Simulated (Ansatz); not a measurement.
**SnO (SMILES [O]=[Sn]): levels of theory compared**

Aim: a comparison of 6 runs (B2PLYP/STO-3G, SVWN5/STO-3G, wB97M-V/STO-3G, wB97X/STO-3G, CCSDT/STO-3G, CCSD/STO-3G) of SnO. 

The calculation is run with Ansatz 0.2.0.

55 further runs of the same task are left out: 20 that didn't finish, 35 set aside as unsound or not needed.

### Step 1. The molecule

SnO: 2 atoms, total charge 0, spin state singlet. SMILES: `[O]=[Sn]`. The Sn2–O1 distance was set to 2.255 Å, away from the relaxed value.

Bond lengths: O1–Sn2 2.255 Å.

### Step 2. A single-point energy at B2PLYP/STO-3G (run 1)

Contents of run.yaml:

```yaml
crystal:
  periodic: [false, false, false]
  atoms:
    - {symbol: O, position_ang: [0.000000, 0.000000, -0.450920]}
    - {symbol: Sn, position_ang: [0.000000, 0.000000, 1.803580]}
basis:
  gaussian:
    orbitals: STO-3G
hamiltonian:
  xc: {name: B2PLYP}
correlation:
  frozen_orbitals: {O: 1, Sn: 18}
accuracy: high
```

On the command line:

```bash
$ ansatz run run.yaml --threads 1 --pin off --max-ram 2610MiB --events-out events.jsonl --progress --plain --runs-dir runs
```

The log of the run:

```text
Warning: RAYON_NUM_THREADS=1 ignored (pool sized by the plan → 1); use --threads N
Functional definition: B2PLYP
  name "B2PLYP"
  parameter a = 0.53
  parameter c = 0.27
  exchange = (1 - a)*b88_x + a*exact_x
  correlation = (1 - c)*lyp_c + c*(mp2_os + mp2_ss)
557 factors; integrals over basis functions are off by at most 5.0e-9 eV
mean field evaluation 1: about -164308.2231 eV, gradient 4.4e1 eV
mean field evaluation 2: about -164308.2349 eV, gradient 4.4e1 eV
mean field evaluation 4: about -164309.1675 eV, gradient 4.4e1 eV
mean field evaluation 8: about -164311.3895 eV, gradient 4.2e1 eV
mean field evaluation 16: about -164322.1585 eV, gradient 3.7e-9 eV
mean field evaluation 32: about -164322.1469 eV, gradient 5.0e-1 eV
mean field evaluation 64: about -164313.6659 eV, gradient 8.8e0 eV
mean field -164322.15854350 eV, -6038.7279449143 hartree, gradient 2.1e-8 eV, S^2 0.000000; 4 other end points of the search recorded, 0 dependent functions left out; unrestricted orbitals would lower it
19 core orbitals not correlated: weight in the atoms' cores, before any rotation towards them, 1.000 or more for the frozen orbitals, at most 0.000 for the correlated occupied ones
reference -164322.15855825 eV, -6038.7279454561 hartree; 10, 10 occupied and 3, 3 virtual orbitals, 557 factors
second order -12.15709478 eV of doubles, -0.00000000 eV of singles
Total energy: -164325.44097384 eV, -6038.8485720041 hartree
```

Run time: 3.6 s. Hardware: 1 thread of Arm Neoverse V2, shared host; peak memory 0.11 GiB.

### Step 3. The energy at SVWN5/STO-3G (run 2)

Edit run.yaml of step 2 so:

```diff
@@ -9,5 +9,3 @@
 hamiltonian:
-  xc: {name: B2PLYP}
-correlation:
-  frozen_orbitals: {O: 1, Sn: 18}
+  xc: {name: SVWN5}
 accuracy: high
```

On the command line:

```bash
$ ansatz run run.yaml --threads 1 --pin off --max-ram 2610MiB --events-out events.jsonl --progress --plain --runs-dir runs
```

The log of the run:

```text
Warning: RAYON_NUM_THREADS=1 ignored (pool sized by the plan → 1); use --threads N
Functional definition: SVWN5
  name "SVWN5"
  exchange = slater_x
  correlation = vwn5_c
557 factors; integrals over basis functions are off by at most 5.0e-9 eV
mean field evaluation 1: about -164157.2438 eV, gradient 4.6e1 eV
mean field evaluation 2: about -164009.1579 eV, gradient 7.5e1 eV
mean field evaluation 4: about -164132.0132 eV, gradient 4.5e1 eV
mean field evaluation 8: about -164169.1301 eV, gradient 1.7e-1 eV
mean field -164169.13029787 eV, -6033.1042606136 hartree, gradient 2.9e-8 eV, S^2 0.000000; 0 other end points of the search recorded, 0 dependent functions left out
reference -164169.13029932 eV, -6033.1042606666 hartree; 29, 29 occupied and 3, 3 virtual orbitals, 557 factors
Total energy: -164169.13029932 eV, -6033.1042606666 hartree
```

Run time: 0.95 s. Hardware: 1 thread of Arm Neoverse V2, shared host.

Runs 3 to 5 aren't shown in full; the table further down has their settings and results.

### Step 4. A single-point energy at CCSD/STO-3G (run 6)

Contents of job.yaml:

```yaml
crystal:
  periodic: [false, false, false]
  atoms:
    - {symbol: O, position_ang: [0.000000, 0.000000, -0.450920]}
    - {symbol: Sn, position_ang: [0.000000, 0.000000, 1.803580]}
basis:
  gaussian: {orbitals: STO-3G}
scf: {omitted_lower_state_checks: [cluster_reference, increment]}
correlation: {method: ccsd, frozen_orbitals: {O: 1, Sn: 18}}
accuracy: high
```

On the command line:

```bash
$ ansatz run job.yaml --threads 1 --pin off --max-ram 2610MiB --events-out events.jsonl --progress --plain --runs-dir runs
```

The log of the run (excerpt; [...] marks lines left out):

```text
Warning: RAYON_NUM_THREADS=1 ignored (pool sized by the plan → 1); use --threads N
Functional definition: HF
  name "HF"
[...]
557 factors; integrals over basis functions are off by at most 5.0e-9 eV
[...]
mean field -164273.03971377 eV, -6036.9228612157 hartree, gradient 1.0e-8 eV, S^2 0.000000; 8 other end points of the search recorded, 0 dependent functions left out; unrestricted orbitals would lower it
19 core orbitals not correlated: weight in the atoms' cores, before any rotation towards them, 1.000 or more for the frozen orbitals, at most 0.000 for the correlated occupied ones
reference -164273.03971377 eV, -6036.9228612157 hartree; 10, 10 occupied and 3, 3 virtual orbitals, 557 factors
second order -3.65826011 eV of doubles, -0.00000000 eV of singles
cycle   1  -2.37464206 eV  change     1.3e0 eV  update   5.2e-1
[...]
cycle  27  -4.71525687 eV  change  -2.4e-10 eV  update  3.6e-10
Total energy: -164277.75497064 eV, -6037.0961437095 hartree
Checks for a lower state left out: cluster_reference, increment
```

Run time: 1.4 s. Hardware: 1 thread of Arm Neoverse V2, shared host.

### Step 5. Overview of the runs

```
run           level  frozen core orbitals   energy (Eh)  wall time
  1   B2PLYP/STO-3G                    19  -6038.848572      3.6 s
  2    SVWN5/STO-3G                     –  -6033.104261     0.95 s
  3  wB97M-V/STO-3G                     –  -6039.452379       14 s
  4    wB97X/STO-3G                     –  -6039.471078      5.4 s
  5    CCSDT/STO-3G                    19  -6037.149055      1.8 s
  6     CCSD/STO-3G                    19  -6037.096144      1.4 s
```

### Step 6. Results

| quantity | value |
| --- | --- |
| run 6: total energy | -6037.09614 Eh |
| run 6: correlation energy (19 core orbitals frozen) | -173.3 mEh |
| run 6: T1 diagnostic | 0.133 |

In words: Totals of different functionals can't be ranked against each other. In run 6 the T1 diagnostic is large, so a single reference may not serve. In runs 1, 5, 6 the log says that unrestricted orbitals would lower the reference, so the values rest on an unstable closed-shell determinant (other closed-shell runs at this shape may share the fault). In runs 1, 2, 3, 4, 5, 6 the basis is minimal, so the values are rough. In runs 1, 2, 3, 4, 5, 6 relativity is left out where basis or elements ask for it. All runs together took 27 s, the longest 14 s.
